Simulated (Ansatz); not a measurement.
# C₁₉H₁₄N₂S₄: single points with varied inputs

Aim: run C₁₉H₁₄N₂S₄ under a spread of inputs, and see what each costs and gives.

Program: Ansatz 0.2.0, Gaussian basis. Level of theory: the settings change from run to run. These are calculated values, not measurements.

**1. The geometry**

The structure was relaxed beforehand with PBE-D4/def2-SVP.

SMILES `CN(C)c1ccc(-c2ccc(-c3ccc(-c4ccc(C#N)s4)s3)s2)s1`, 39 atoms, charge 0, spin multiplicity 1.

Atoms are counted from 1 here; the program's logs count them from 0.

Bond lengths: C1–N2 1.449 Å, C1–H26 1.111 Å, C1–H27 1.106 Å, C1–H28 1.117 Å, N2–C3 1.450 Å, N2–C4 1.372 Å, C3–H29 1.106 Å, C3–H30 1.110 Å, C3–H31 1.116 Å, C4–C5 1.400 Å, C4–S25 1.759 Å, C5–C6 1.417 Å, C5–H32 1.096 Å, C6–C7 1.393 Å, C6–H33 1.100 Å, C7–C8 1.436 Å, C7–S25 1.766 Å, C8–C9 1.400 Å and more. Angles: N2–C1–H26 110.1°, N2–C1–H27 109.5°, N2–C1–H28 113.1°, H26–C1–H27 107.6°, H26–C1–H28 107.7°, H27–C1–H28 108.6°, C1–N2–C3 119.6°, C1–N2–C4 119.6°, C3–N2–C4 117.8°, N2–C3–H29 109.3°, N2–C3–H30 110.4°, N2–C3–H31 112.8°, H29–C3–H30 107.9°, H29–C3–H31 108.5°, H30–C3–H31 107.8°, N2–C4–C5 128.7°, N2–C4–S25 120.4°, C5–C4–S25 111.0° and more.

**2. r2SCANh/x2c-TZVPPall**

This run has charge -1, multiplicity 2, density fitting with def2-universal-jkfit, the search for lower states set to full.

in.yaml

```yaml
crystal:
  periodic: [false, false, false]
  atoms:
    - {symbol: C, position_ang: [-7.204589, 1.204657, 0.429422]}
    - {symbol: N, position_ang: [-6.634346, 0.116292, -0.338648]}
    - {symbol: C, position_ang: [-7.464768, -1.014896, -0.702288]}
    - {symbol: C, position_ang: [-5.272887, -0.053009, -0.366460]}
    - {symbol: C, position_ang: [-4.536631, -1.144312, -0.843420]}
    - {symbol: C, position_ang: [-3.137715, -0.939537, -0.750282]}
    - {symbol: C, position_ang: [-2.768057, 0.281370, -0.190974]}
    - {symbol: C, position_ang: [-1.463164, 0.824430, 0.063798]}
    - {symbol: C, position_ang: [-1.103899, 2.102210, 0.509813]}
    - {symbol: C, position_ang: [0.289728, 2.283279, 0.649433]}
    - {symbol: C, position_ang: [1.038509, 1.152461, 0.311662]}
    - {symbol: C, position_ang: [2.467403, 0.988308, 0.327925]}
    - {symbol: C, position_ang: [3.452905, 1.957810, 0.554111]}
    - {symbol: C, position_ang: [4.766566, 1.445774, 0.502519]}
    - {symbol: C, position_ang: [4.826701, 0.075636, 0.232678]}
    - {symbol: C, position_ang: [5.976461, -0.780379, 0.100833]}
    - {symbol: C, position_ang: [6.023433, -2.153664, -0.172836]}
    - {symbol: C, position_ang: [7.334602, -2.673340, -0.230055]}
    - {symbol: C, position_ang: [8.315171, -1.705538, -0.001297]}
    - {symbol: C, position_ang: [9.718872, -1.863804, 0.015640]}
    - {symbol: N, position_ang: [10.889555, -1.990101, 0.030603]}
    - {symbol: S, position_ang: [7.591144, -0.134130, 0.288847]}
    - {symbol: S, position_ang: [3.207509, -0.575997, 0.054934]}
    - {symbol: S, position_ang: [-0.028101, -0.154451, -0.179014]}
    - {symbol: S, position_ang: [-4.207507, 1.208613, 0.239429]}
    - {symbol: H, position_ang: [-6.697896, 2.160221, 0.173384]}
    - {symbol: H, position_ang: [-8.275613, 1.315327, 0.175455]}
    - {symbol: H, position_ang: [-7.114161, 1.056685, 1.532765]}
    - {symbol: H, position_ang: [-8.521321, -0.691692, -0.750800]}
    - {symbol: H, position_ang: [-7.179008, -1.399274, -1.703871]}
    - {symbol: H, position_ang: [-7.385555, -1.859574, 0.023034]}
    - {symbol: H, position_ang: [-4.994074, -2.055030, -1.247078]}
    - {symbol: H, position_ang: [-2.394555, -1.676565, -1.087912]}
    - {symbol: H, position_ang: [-1.847834, 2.883412, 0.720453]}
    - {symbol: H, position_ang: [0.751765, 3.218105, 0.994512]}
    - {symbol: H, position_ang: [3.214430, 3.013141, 0.740187]}
    - {symbol: H, position_ang: [5.667380, 2.058335, 0.650533]}
    - {symbol: H, position_ang: [5.117744, -2.756857, -0.325621]}
    - {symbol: H, position_ang: [7.581803, -3.723904, -0.431406]}
basis:
  gaussian: {orbitals: x2c-TZVPPall, fitting: {mean_field: def2-universal-jkfit}}
total_charge: -1
magnetization: {spin_polarized: true, initial_magnetization: 1}
hamiltonian: {xc: {name: r2SCANh}}
scf: {lower_state_search: full}
output: {forces: true}
```

The run is started by

```sh
ansatz run in.yaml --threads 2 --pin off --events-out ev --progress --plain --max-ram 32768MiB --backend cuda --devices 0, --max-vram 18GiB
```

Output, cut to the lines that bear on the results:

```text
Functional definition: r2SCANh
  name "r2SCANh"
  cite "Bursch, Neugebauer, Ehlert & Grimme, J. Chem. Phys. 156, 134105 (2022) doi:10.1063/5.0086040"
  cite "Furness, Kaplan, Ning, Perdew & Sun, J. Phys. Chem. Lett. 11, 8208 (2020) doi:10.1021/acs.jpclett.0c02405"
  cite "Furness, Kaplan, Ning, Perdew & Sun, J. Phys. Chem. Lett. 11, 9248 (2020) doi:10.1021/acs.jpclett.0c03077"
  parent r2scan
[...]
2343 factors; integrals over basis functions are off by at most 1.3e0 eV
[...]
mean field -66372.93554075 eV, -2439.1603919311 hartree, gradient 8.0e-5 eV, S^2 0.776961; 5 other end points of the search recorded, 0 dependent functions left out
[...]
reference -66372.93556860 eV, -2439.1603929546 hartree; 104, 103 occupied and 911, 912 virtual orbitals, 2343 factors
Total energy: -66372.93556860 eV, -2439.1603929546 hartree
Relativity: scalar
Atom 0 at    -7.204589     1.204657     0.429422 Å, force    -0.092116     0.129724     0.140479 eV/Å
Atom 1 at    -6.634346     0.116292    -0.338648 Å, force    -0.551362     0.162858    -0.225400 eV/Å
Atom 2 at    -7.464768    -1.014896    -0.702288 Å, force    -0.116941    -0.079799     0.010569 eV/Å
Atom 3 at    -5.272887    -0.053009    -0.366460 Å, force     0.711987    -0.716284    -0.141415 eV/Å
Atom 4 at    -4.536631    -1.144312    -0.843420 Å, force    -0.587756     0.530939     0.243829 eV/Å
[...]
Atom 23 at    -0.028101    -0.154451    -0.179014 Å, force    -0.050808     0.450997     0.152918 eV/Å
Atom 24 at    -4.207507     1.208613     0.239429 Å, force     0.085821    -0.655045    -0.330591 eV/Å
Atom 25 at    -6.697896     2.160221     0.173384 Å, force    -0.258466    -0.576510     0.138443 eV/Å
Atom 26 at    -8.275613     1.315327     0.175455 Å, force     0.571599    -0.107856     0.117469 eV/Å
Atom 27 at    -7.114161     1.056685     1.532765 Å, force    -0.045784     0.074461    -0.542081 eV/Å
Atom 28 at    -8.521321    -0.691692    -0.750800 Å, force     0.577898    -0.139144     0.049162 eV/Å
Atom 29 at    -7.179008    -1.399274    -1.703871 Å, force    -0.094100     0.227564     0.544922 eV/Å
Atom 30 at    -7.385555    -1.859574     0.023034 Å, force    -0.013980     0.396118    -0.345149 eV/Å
Atom 31 at    -4.994074    -2.055030    -1.247078 Å, force     0.221753     0.513922     0.234104 eV/Å
Atom 32 at    -2.394555    -1.676565    -1.087912 Å, force    -0.426140     0.464796     0.211388 eV/Å
Atom 33 at    -1.847834     2.883412     0.720453 Å, force     0.411518    -0.429419    -0.115250 eV/Å
Atom 34 at     0.751765     3.218105     0.994512 Å, force    -0.258591    -0.551094    -0.194165 eV/Å
Atom 35 at     3.214430     3.013141     0.740187 Å, force     0.131943    -0.588949    -0.106548 eV/Å
Atom 36 at     5.667380     2.058335     0.650533 Å, force    -0.510581    -0.351388    -0.087750 eV/Å
Atom 37 at     5.117744    -2.756857    -0.325621 Å, force     0.533465     0.359403     0.090415 eV/Å
Atom 38 at     7.581803    -3.723904    -0.431406 Å, force    -0.142011     0.597511     0.112383 eV/Å
Dipole moment:    -4.024035     0.456021    -0.032101 e Å
```

It took 86 s on 1 × H100 (card shared with other runs) with 2 threads of AMD EPYC 7R13, shared host; peak host memory 2.4 GiB.

Largest force 1.633 eV/Å, ⟨S²⟩ 0.777.

**3. r2SCAN/def2-mTZVPP**

Options: charge -1, multiplicity 2, restricted open-shell orbitals, atoms shaken by 0.08 Å, density fitting with def2-universal-jkfit, the search for lower states set to light.

in.yaml

```yaml
crystal:
  periodic: [false, false, false]
  atoms:
    - {symbol: C, position_ang: [-7.275430, 1.284151, 0.605295]}
    - {symbol: N, position_ang: [-6.610132, 0.154892, -0.459403]}
    - {symbol: C, position_ang: [-7.558832, -1.059814, -0.692404]}
    - {symbol: C, position_ang: [-5.329933, -0.099751, -0.278508]}
    - {symbol: C, position_ang: [-4.637470, -1.172486, -0.920979]}
    - {symbol: C, position_ang: [-3.029889, -0.936135, -0.791045]}
    - {symbol: C, position_ang: [-2.909042, 0.284776, -0.082877]}
    - {symbol: C, position_ang: [-1.520205, 0.752888, -0.085839]}
    - {symbol: C, position_ang: [-1.082423, 2.044988, 0.573356]}
    - {symbol: C, position_ang: [0.310626, 2.374728, 0.629299]}
    - {symbol: C, position_ang: [1.082423, 1.260097, 0.286489]}
    - {symbol: C, position_ang: [2.497159, 0.898004, 0.283954]}
    - {symbol: C, position_ang: [3.419157, 1.857439, 0.406303]}
    - {symbol: C, position_ang: [4.785384, 1.439405, 0.406066]}
    - {symbol: C, position_ang: [4.878999, 0.210261, 0.214488]}
    - {symbol: C, position_ang: [5.870478, -0.717210, 0.107797]}
    - {symbol: C, position_ang: [6.113769, -2.057403, -0.295504]}
    - {symbol: C, position_ang: [7.226511, -2.712640, -0.242433]}
    - {symbol: C, position_ang: [8.259686, -1.542517, 0.035125]}
    - {symbol: C, position_ang: [9.793975, -1.823679, 0.010588]}
    - {symbol: N, position_ang: [10.741757, -1.940254, 0.114142]}
    - {symbol: S, position_ang: [7.481980, -0.229693, 0.355449]}
    - {symbol: S, position_ang: [3.313428, -0.534033, 0.048446]}
    - {symbol: S, position_ang: [0.019907, -0.261060, -0.243989]}
    - {symbol: S, position_ang: [-4.196799, 1.190272, 0.276041]}
    - {symbol: H, position_ang: [-6.851982, 2.159228, 0.110054]}
    - {symbol: H, position_ang: [-8.351242, 1.415371, 0.169813]}
    - {symbol: H, position_ang: [-7.278244, 1.106242, 1.569520]}
    - {symbol: H, position_ang: [-8.524633, -0.675604, -0.711014]}
    - {symbol: H, position_ang: [-7.092553, -1.424466, -1.617581]}
    - {symbol: H, position_ang: [-7.339929, -1.897810, 0.003379]}
    - {symbol: H, position_ang: [-5.090099, -1.999930, -1.174906]}
    - {symbol: H, position_ang: [-2.274711, -1.888973, -1.263754]}
    - {symbol: H, position_ang: [-1.849911, 2.867774, 0.730262]}
    - {symbol: H, position_ang: [0.678156, 3.167253, 1.117252]}
    - {symbol: H, position_ang: [3.145992, 2.979150, 0.868054]}
    - {symbol: H, position_ang: [5.662716, 1.991546, 0.831763]}
    - {symbol: H, position_ang: [5.238834, -2.698647, -0.355649]}
    - {symbol: H, position_ang: [7.540372, -3.802517, -0.506675]}
basis:
  gaussian: {orbitals: def2-mTZVPP, fitting: {mean_field: def2-universal-jkfit}}
total_charge: -1
magnetization: {spin_polarized: false, initial_magnetization: 1}
hamiltonian: {xc: {name: r2SCAN}}
scf: {lower_state_search: light}
```

The command is unchanged.

Output, cut to the lines that bear on the results:

```text
Functional definition: r2SCAN
  name "r2SCAN"
  cite "Furness, Kaplan, Ning, Perdew & Sun, J. Phys. Chem. Lett. 11, 8208 (2020) doi:10.1021/acs.jpclett.0c02405"
  cite "Furness, Kaplan, Ning, Perdew & Sun, J. Phys. Chem. Lett. 11, 9248 (2020) doi:10.1021/acs.jpclett.0c03077"
  parent r2scan
[...]
2343 factors; integrals over basis functions are off by at most 4.0e-1 eV
[...]
mean field -66231.05710466 eV, -2433.9464555735 hartree, gradient 6.5e-5 eV, S^2 0.750000; 8 other end points of the search recorded, 0 dependent functions left out
reference -66231.05713099 eV, -2433.9464565409 hartree; 104, 103 occupied and 483, 484 virtual orbitals, 2343 factors
Total energy: -66231.05713099 eV, -2433.9464565409 hartree
```

Wall time 39 s (1 × H100 (card shared with other runs) with 2 threads of AMD EPYC 7R13, shared host).

**4. revPBE/def2-TZVP**

Options: charge +1, multiplicity 2, atoms shaken by 0.08 Å, density fitting with def2-universal-jkfit.

in.yaml

```yaml
crystal:
  periodic: [false, false, false]
  atoms:
    - {symbol: C, position_ang: [-7.171377, 1.325007, 0.526324]}
    - {symbol: N, position_ang: [-6.630050, 0.145376, -0.327042]}
    - {symbol: C, position_ang: [-7.596461, -1.081529, -0.903321]}
    - {symbol: C, position_ang: [-5.117471, -0.105463, -0.350700]}
    - {symbol: C, position_ang: [-4.447927, -1.246429, -0.916912]}
    - {symbol: C, position_ang: [-3.183525, -0.957308, -0.811034]}
    - {symbol: C, position_ang: [-2.779190, 0.201457, -0.107001]}
    - {symbol: C, position_ang: [-1.520491, 0.763609, 0.190337]}
    - {symbol: C, position_ang: [-1.078505, 2.175167, 0.558031]}
    - {symbol: C, position_ang: [0.238018, 2.315878, 0.689247]}
    - {symbol: C, position_ang: [1.159053, 1.145286, 0.368754]}
    - {symbol: C, position_ang: [2.298774, 0.863295, 0.250861]}
    - {symbol: C, position_ang: [3.371765, 1.795399, 0.631239]}
    - {symbol: C, position_ang: [4.631960, 1.529657, 0.417288]}
    - {symbol: C, position_ang: [4.827124, 0.052971, 0.214276]}
    - {symbol: C, position_ang: [5.803654, -0.767471, 0.015933]}
    - {symbol: C, position_ang: [6.040058, -1.991936, -0.294192]}
    - {symbol: C, position_ang: [7.352338, -2.565527, -0.347759]}
    - {symbol: C, position_ang: [8.308332, -1.697812, -0.044085]}
    - {symbol: C, position_ang: [9.639294, -1.789146, 0.077527]}
    - {symbol: N, position_ang: [10.874468, -2.014070, 0.077641]}
    - {symbol: S, position_ang: [7.636318, -0.182209, 0.333441]}
    - {symbol: S, position_ang: [3.230407, -0.439157, -0.075122]}
    - {symbol: S, position_ang: [0.020797, -0.185207, -0.194665]}
    - {symbol: S, position_ang: [-4.317392, 1.168618, 0.263751]}
    - {symbol: H, position_ang: [-6.714711, 2.252051, 0.173867]}
    - {symbol: H, position_ang: [-8.257911, 1.305811, 0.220705]}
    - {symbol: H, position_ang: [-7.003599, 1.035923, 1.432912]}
    - {symbol: H, position_ang: [-8.637258, -0.847804, -0.780083]}
    - {symbol: H, position_ang: [-7.127637, -1.260843, -1.793118]}
    - {symbol: H, position_ang: [-7.441985, -1.872380, 0.153045]}
    - {symbol: H, position_ang: [-5.000164, -2.067300, -1.212194]}
    - {symbol: H, position_ang: [-2.274659, -1.641658, -1.146781]}
    - {symbol: H, position_ang: [-1.850463, 2.935710, 0.723462]}
    - {symbol: H, position_ang: [0.756663, 3.188276, 0.956412]}
    - {symbol: H, position_ang: [3.217841, 3.025940, 0.925433]}
    - {symbol: H, position_ang: [5.750341, 2.111057, 0.718029]}
    - {symbol: H, position_ang: [5.087121, -2.733328, -0.363112]}
    - {symbol: H, position_ang: [7.671647, -3.622641, -0.486664]}
basis:
  gaussian: {orbitals: def2-TZVP, fitting: {mean_field: def2-universal-jkfit}}
total_charge: 1
magnetization: {spin_polarized: true, initial_magnetization: 1}
hamiltonian: {xc: {name: revPBE}}
```

Same command.

Output:

```text
Functional definition: revPBE
  name "revPBE"
  cite "Zhang & Yang, Phys. Rev. Lett. 80, 890 (1998) doi:10.1103/PhysRevLett.80.890"
  cite "Perdew, Burke & Ernzerhof, Phys. Rev. Lett. 77, 3865 (1996) doi:10.1103/PhysRevLett.77.3865"
  parameter kappa = 1.245
  parameter beta = 0.06672455060314922
  exchange = pbe_x(kappa = kappa, mu = beta*pi^2/3)
  correlation = pbe_c(beta = beta)
2343 factors; integrals over basis functions are off by at most 6.1e-1 eV
mean field evaluation 1: about -66135.6192 eV, gradient 1.3e2 eV
mean field evaluation 2: about -64968.6793 eV, gradient 4.3e2 eV
mean field evaluation 4: about -65816.2660 eV, gradient 1.7e2 eV
mean field evaluation 8: about -66230.8454 eV, gradient 1.0e0 eV
mean field evaluation 16: about -66229.0873 eV, gradient 8.7e0 eV
mean field evaluation 32: about -66230.0919 eV, gradient 2.2e0 eV
mean field -66230.85901440 eV, -2433.9391758905 hartree, gradient 2.7e-5 eV, S^2 0.757829; 4 other end points of the search recorded, 0 dependent functions left out
reference -66230.85912736 eV, -2433.9391800419 hartree; 103, 102 occupied and 780, 781 virtual orbitals, 2343 factors
Total energy: -66230.85912736 eV, -2433.9391800419 hartree
```

Wall time 39 s (1 × H100 (card shared with other runs) with 2 threads of AMD EPYC 7R13, shared host); peak host memory 1.7 GiB.

⟨S²⟩ 0.758.

**5. r2SCANh/aug-cc-pVDZ**

Options: charge +1, multiplicity 2, density fitting with def2-universal-jkfit, D3(BJ) dispersion.

in.yaml

```yaml
crystal:
  periodic: [false, false, false]
  atoms:
    - {symbol: C, position_ang: [-7.204589, 1.204657, 0.429422]}
    - {symbol: N, position_ang: [-6.634346, 0.116292, -0.338648]}
    - {symbol: C, position_ang: [-7.464768, -1.014896, -0.702288]}
    - {symbol: C, position_ang: [-5.272887, -0.053009, -0.366460]}
    - {symbol: C, position_ang: [-4.536631, -1.144312, -0.843420]}
    - {symbol: C, position_ang: [-3.137715, -0.939537, -0.750282]}
    - {symbol: C, position_ang: [-2.768057, 0.281370, -0.190974]}
    - {symbol: C, position_ang: [-1.463164, 0.824430, 0.063798]}
    - {symbol: C, position_ang: [-1.103899, 2.102210, 0.509813]}
    - {symbol: C, position_ang: [0.289728, 2.283279, 0.649433]}
    - {symbol: C, position_ang: [1.038509, 1.152461, 0.311662]}
    - {symbol: C, position_ang: [2.467403, 0.988308, 0.327925]}
    - {symbol: C, position_ang: [3.452905, 1.957810, 0.554111]}
    - {symbol: C, position_ang: [4.766566, 1.445774, 0.502519]}
    - {symbol: C, position_ang: [4.826701, 0.075636, 0.232678]}
    - {symbol: C, position_ang: [5.976461, -0.780379, 0.100833]}
    - {symbol: C, position_ang: [6.023433, -2.153664, -0.172836]}
    - {symbol: C, position_ang: [7.334602, -2.673340, -0.230055]}
    - {symbol: C, position_ang: [8.315171, -1.705538, -0.001297]}
    - {symbol: C, position_ang: [9.718872, -1.863804, 0.015640]}
    - {symbol: N, position_ang: [10.889555, -1.990101, 0.030603]}
    - {symbol: S, position_ang: [7.591144, -0.134130, 0.288847]}
    - {symbol: S, position_ang: [3.207509, -0.575997, 0.054934]}
    - {symbol: S, position_ang: [-0.028101, -0.154451, -0.179014]}
    - {symbol: S, position_ang: [-4.207507, 1.208613, 0.239429]}
    - {symbol: H, position_ang: [-6.697896, 2.160221, 0.173384]}
    - {symbol: H, position_ang: [-8.275613, 1.315327, 0.175455]}
    - {symbol: H, position_ang: [-7.114161, 1.056685, 1.532765]}
    - {symbol: H, position_ang: [-8.521321, -0.691692, -0.750800]}
    - {symbol: H, position_ang: [-7.179008, -1.399274, -1.703871]}
    - {symbol: H, position_ang: [-7.385555, -1.859574, 0.023034]}
    - {symbol: H, position_ang: [-4.994074, -2.055030, -1.247078]}
    - {symbol: H, position_ang: [-2.394555, -1.676565, -1.087912]}
    - {symbol: H, position_ang: [-1.847834, 2.883412, 0.720453]}
    - {symbol: H, position_ang: [0.751765, 3.218105, 0.994512]}
    - {symbol: H, position_ang: [3.214430, 3.013141, 0.740187]}
    - {symbol: H, position_ang: [5.667380, 2.058335, 0.650533]}
    - {symbol: H, position_ang: [5.117744, -2.756857, -0.325621]}
    - {symbol: H, position_ang: [7.581803, -3.723904, -0.431406]}
basis:
  gaussian: {orbitals: aug-cc-pVDZ, fitting: {mean_field: def2-universal-jkfit}}
total_charge: 1
magnetization: {spin_polarized: true, initial_magnetization: 1}
hamiltonian: {xc: {name: r2SCANh}, dispersion: d3bj}
scf: {omitted_lower_state_checks: [starts]}
```

Launched as before.

Output, cut to the lines that bear on the results:

```text
Warning: the engine holds no damping parameters fitted to this dispersion correction and functional, so the run takes those fitted to r2scanh beside the three-body term, which d3bj leaves out (hamiltonian.dispersion, under Limitations)
Functional definition: r2SCANh
  name "r2SCANh"
  cite "Bursch, Neugebauer, Ehlert & Grimme, J. Chem. Phys. 156, 134105 (2022) doi:10.1063/5.0086040"
  cite "Furness, Kaplan, Ning, Perdew & Sun, J. Phys. Chem. Lett. 11, 8208 (2020) doi:10.1021/acs.jpclett.0c02405"
  cite "Furness, Kaplan, Ning, Perdew & Sun, J. Phys. Chem. Lett. 11, 9248 (2020) doi:10.1021/acs.jpclett.0c03077"
  parent r2scan
[...]
2343 factors; integrals over basis functions are off by at most 2.4e-1 eV
[...]
mean field -66231.20936295 eV, -2433.9520509621 hartree, gradient 3.7e-5 eV, S^2 0.778811; 0 other end points of the search recorded, 0 dependent functions left out
reference -66231.20945761 eV, -2433.9520544409 hartree; 103, 102 occupied and 614, 615 virtual orbitals, 2343 factors
Total energy: -66231.75264256 eV, -2433.9720161196 hartree
Checks for a lower state left out: starts
```

Wall time 34 s (1 × H100 (card shared with other runs) with 2 threads of AMD EPYC 7R13, shared host); peak host memory 1.6 GiB.

⟨S²⟩ 0.779.

**6. All runs side by side**

```tsv
level	charge	multiplicity	geometry	functions	energy (eV)	time
r2SCANh/x2c-TZVPPall	-1	2	relaxed	1015	-66372.936	86 s
r2SCAN/def2-mTZVPP	-1	2	shaken	587	-66231.057	39 s
revPBE/def2-TZVP	1	2	shaken	883	-66230.859	39 s
r2SCANh/aug-cc-pVDZ	1	2	relaxed	717	-66231.753	34 s
```

**7. Outcome**

| quantity | value |
| --- | --- |
| runs | 4 |
| quickest | r2SCANh/aug-cc-pVDZ, 34 s |
| slowest | r2SCANh/x2c-TZVPPall, 86 s |

What this shows: The runs differ in state or geometry as well as level, so their energies can't be set against each other. Run time spans a factor of 3, from r2SCANh/aug-cc-pVDZ to r2SCANh/x2c-TZVPPall. The jobs differ in tasks and options as well as level.
